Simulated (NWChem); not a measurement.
**C3H10Si2 (SMILES C[SiH2]/C=C/[SiH3]) at 4 levels**

Wanted: a comparison of 4 runs (HF/STO-3G, HF/3-21G, B3LYP/6-31G*) of C3H10Si2. 

The calculation is run with NWChem 7.3.0.

### 1 The structure to begin with

C3H10Si2: 15 atoms, total charge 0, spin state singlet. SMILES: `C[SiH2]/C=C/[SiH3]`. The shape is that of a PBE0-D4/def2-TZVP optimisation. This is one conformer, not always the lowest.

Bond lengths: C1–Si2 1.871 Å, Si2–C3 1.867 Å, C3–C4 1.338 Å, C4–Si5 1.863 Å, C1–H6 1.092 Å, C1–H7 1.093 Å, C1–H8 1.093 Å, Si2–H9 1.491 Å, Si2–H10 1.490 Å, C3–H11 1.092 Å, C4–H12 1.091 Å, Si5–H13 1.489 Å, Si5–H14 1.487 Å, Si5–H15 1.489 Å. Some angles: C1–Si2–C3 111.3°, Si2–C3–C4 123.8°, C3–C4–Si5 123.7°, C1–Si2–H9 109.2°, C1–Si2–H10 110.8°, C3–Si2–H9 109.4°, C3–Si2–H10 107.6°, Si2–C1–H6 110.8°, Si2–C1–H7 110.8°, Si2–C1–H8 110.8°.

### 2 Energy and gradient at HF/STO-3G (run 1)

Input file c3h10si2.xyz:

```xyz
15
C3H10Si2
C     -2.613100    -0.839100    -0.448500
Si    -0.943400    -0.602100    -1.258700
C      0.397200    -0.337600     0.012900
C      1.131300     0.777400     0.100100
Si     2.458000     1.043900     1.380400
H     -2.886700     0.039800     0.139600
H     -2.602100    -1.704500     0.218600
H     -3.388800    -1.003400    -1.200200
H     -0.620200    -1.807400    -2.074900
H     -0.955300     0.588600    -2.153700
H      0.589200    -1.134800     0.734100
H      0.943200     1.575400    -0.620300
H      3.777200     1.283800     0.733800
H      2.543000    -0.163200     2.244400
H      2.148700     2.232500     2.221700
```

Input file c3h10si2.nw:

```
start c3h10si2
title "C3H10Si2"
memory stack 880 mb heap 220 mb global 1100 mb
geometry noautosym nocenter noautoz
 load c3h10si2.xyz
end
basis spherical bse
 * library STO-3G
end
scf
 thresh 1e-08
 maxiter 80
 print medium
end
task scf gradient
```

The run is started by

```bash
nwchem c3h10si2.nw > c3h10si2.out
```

The log of the run:

```text
[...]
  functions       =    43
[...]
  wavefunction    = RHF
[...]
         Total SCF energy =   -689.234186966786
      One-electron energy =  -1469.256986240496
      Two-electron energy =    521.732147408119
 Nuclear repulsion energy =    258.290651865591
        Time for solution =      4.4s
[...]
                         RHF ENERGY GRADIENTS
    atom               coordinates                        gradient
                 x          y          z           x          y          z
   1 C      -4.938043  -1.585669  -0.847542    0.001346   0.000135  -0.000520
   2 Si     -1.782767  -1.137804  -2.378598   -0.011199   0.001094   0.032393
   3 C       0.750599  -0.637971   0.024377   -0.015375  -0.027570  -0.000960
   4 C       2.137847   1.469073   0.189162    0.016419   0.028029   0.000614
   5 Si      4.644946   1.972685   2.608578   -0.021024  -0.005867  -0.019027
   6 H      -5.455072   0.075211   0.263806   -0.000471   0.007959   0.004442
   7 H      -4.917256  -3.221038   0.413094    0.001231  -0.007589   0.005151
   8 H      -6.403903  -1.896151  -2.268049   -0.005387  -0.001665  -0.007191
   9 H      -1.172008  -3.415491  -3.920992    0.007904  -0.027400  -0.018348
  10 H      -1.805255   1.112293  -4.069903    0.001606   0.027708  -0.020063
  11 H       1.113427  -2.144461   1.387248    0.002264  -0.003875   0.004851
[...]
```

It took 5.7 s on 1 thread of AMD EPYC 9R14 (Zen 4), shared host; peak memory 0.099 GiB.

### 3 Energy and forces at HF/3-21G (run 2)

Input file c3h10si2.nw:

```
START c3h10si2
TITLE "C3H10Si2 gradient"
memory 2200 mb

GEOMETRY units bohr noautosym nocenter noautoz
 C  -4.93804334 -1.58566919 -0.84754217
 Si -1.78276763 -1.13780410 -2.37859827
 C   0.75059922 -0.63797154  0.02437747
 C   2.13784716  1.46907309  0.18916159
 Si  4.64494681  1.97268510  2.60857794
 H  -5.45507240  0.07521110  0.26380577
 H  -4.91725635 -3.22103818  0.41309413
 H  -6.40390389 -1.89615119 -2.26804929
 H  -1.17200814 -3.41549100 -3.92099274
 H  -1.80525537  1.11229280 -4.06990315
 H   1.11342663 -2.14446121  1.38724795
 H   1.78238968  2.97707454 -1.17219712
 H   7.13787352  2.42603040  1.38668103
 H   4.80557353 -0.30840330  4.24130131
 H   4.06045452  4.21881357  4.19840453
END

BASIS spherical bse
 C library 3-21G
 Si library 3-21G
 H library 3-21G
END

SCF
 thresh 1e-08
 maxiter 80
END

TASK scf gradient
```

The run is started by

```bash
nwchem c3h10si2.nw > c3h10si2.out
```

The log of the run:

```text
[...]
  functions       =    73
[...]
  wavefunction    = RHF
[...]
         Total SCF energy =   -693.543797479992
      One-electron energy =  -1470.393341862935
      Two-electron energy =    518.558911052678
 Nuclear repulsion energy =    258.290633330265
        Time for solution =      4.0s
[...]
                         RHF ENERGY GRADIENTS
    atom               coordinates                        gradient
                 x          y          z           x          y          z
   1 C      -4.938043  -1.585669  -0.847542    0.018536   0.002602  -0.007779
   2 Si     -1.782768  -1.137804  -2.378598   -0.004622   0.001076   0.015802
   3 C       0.750599  -0.637972   0.024377   -0.018444  -0.006533  -0.015453
   4 C       2.137847   1.469073   0.189162    0.018189   0.006361   0.016065
   5 Si      4.644947   1.972685   2.608578   -0.010666  -0.003691  -0.009120
   6 H      -5.455072   0.075211   0.263806   -0.000309   0.004404   0.002417
   7 H      -4.917256  -3.221038   0.413094    0.001046  -0.003944   0.002586
   8 H      -6.403904  -1.896151  -2.268049   -0.002519  -0.000727  -0.004176
   9 H      -1.172008  -3.415491  -3.920993   -0.000016   0.000421   0.000918
  10 H      -1.805255   1.112293  -4.069903    0.000204  -0.000260   0.000469
  11 H       1.113427  -2.144461   1.387248    0.002088  -0.005226   0.005698
[...]
```

It took 5.4 s on 1 thread of AMD EPYC 9R14 (Zen 4), shared host; peak memory 0.098 GiB.

Run 3 isn't shown in full; the table further down has it.

### 4 Energy and forces at B3LYP/6-31G(d) (spherical functions) (run 4)

Input file mymol.nw:

```
start mymol
title "C3H10Si2 gradient"
memory total 2200 mb

geometry units atomic noautosym nocenter noautoz
C     -4.93804334    -1.58566919    -0.84754217
Si    -1.78276763    -1.13780410    -2.37859827
C      0.75059922    -0.63797154     0.02437747
C      2.13784716     1.46907309     0.18916159
Si     4.64494681     1.97268510     2.60857794
H     -5.45507240     0.07521110     0.26380577
H     -4.91725635    -3.22103818     0.41309413
H     -6.40390389    -1.89615119    -2.26804929
H     -1.17200814    -3.41549100    -3.92099274
H     -1.80525537     1.11229280    -4.06990315
H      1.11342663    -2.14446121     1.38724795
H      1.78238968     2.97707454    -1.17219712
H      7.13787352     2.42603040     1.38668103
H      4.80557353    -0.30840330     4.24130131
H      4.06045452     4.21881357     4.19840453
end

basis spherical bse
* library 6-31G*
end

dft
xc b3lyp
grid fine
convergence energy 1e-08
maxiter 100
mulliken
end

task dft gradient
```

The run is started by

```bash
nwchem mymol.nw > mymol.out
```

The log of the run:

```text
[...]
          Wavefunction type:  closed shell.
          No. of atoms     :    15
          No. of electrons :    56
[...]
          Charge           :     0
          Spin multiplicity:     1
[...]
          AO basis - number of functions:    98
[...]
              XC Information
              --------------
                         B3LYP Method XC Potential
                     Hartree-Fock (Exact) Exchange  0.200
                        Slater Exchange Functional  0.800 local
                    Becke 1988 Exchange Functional  0.720 non-local
              Lee-Yang-Parr Correlation Functional  0.810
                  VWN I RPA Correlation Functional  0.190 local
[...]
 d= 0,ls=0.0,diis     1   -699.2577890855 -9.58D+02  6.51D-03  3.42D-01     3.8
[...]
 d= 0,ls=0.0,diis     8   -699.3021805684 -3.06D-09  2.47D-06  8.60D-08    24.7
         Total DFT energy =     -699.302180568391
      One electron energy =    -1476.138130079827
           Coulomb energy =      580.474962826761
    Exchange-Corr. energy =      -61.929646645591
 Nuclear repulsion energy =      258.290633330265
[...]
  wavefunction    = closed shell
[...]
```

Run time: 31 s. Hardware: 1 thread of AMD EPYC 9R14 (Zen 4), shared host; peak memory 0.13 GiB.

### 5 The series

```
run                               level  Cartesian functions  iteration cap  energy (Eh)  dipole moment (D)  HOMO energy (eV)  LUMO energy (eV)  wall time
  1                           HF/STO-3G                   no             80  -689.234187               0.22             -8.07              8.31      5.7 s
  2                            HF/3-21G                   no             80  -693.543797               0.76            -10.22              3.32      5.4 s
  3  B3LYP/6-31G* (Cartesian functions)                  yes            100  -699.307958                  –                 –                 –       30 s
  4  B3LYP/6-31G* (spherical functions)                   no            100  -699.302181               0.90             -7.44             -0.66       31 s
```

### 6 Results

| quantity | value |
| --- | --- |
| run 4: total energy | -699.30218 Eh |
| run 4: dipole moment | 0.90 D |
| run 4: HOMO energy | -7.44 eV |
| run 4: LUMO energy | -0.66 eV |
| run 4: HOMO–LUMO gap | 6.77 eV |
| run 4: largest force on an atom | 0.410 eV/Å |

**Reading.** Over runs 1, 2, 4 the dipole moment (its size) runs from 0.22 D (HF/STO-3G) to 0.90 D (B3LYP/6-31G*). The two ends differ in method and basis. Over runs 1, 2, 4 the HOMO–LUMO gap runs from 6.77 eV (B3LYP/6-31G*) to 16.38 eV (HF/STO-3G). In run 1 the basis is minimal, so the values are rough. All runs together took 72 s, the longest 31 s.
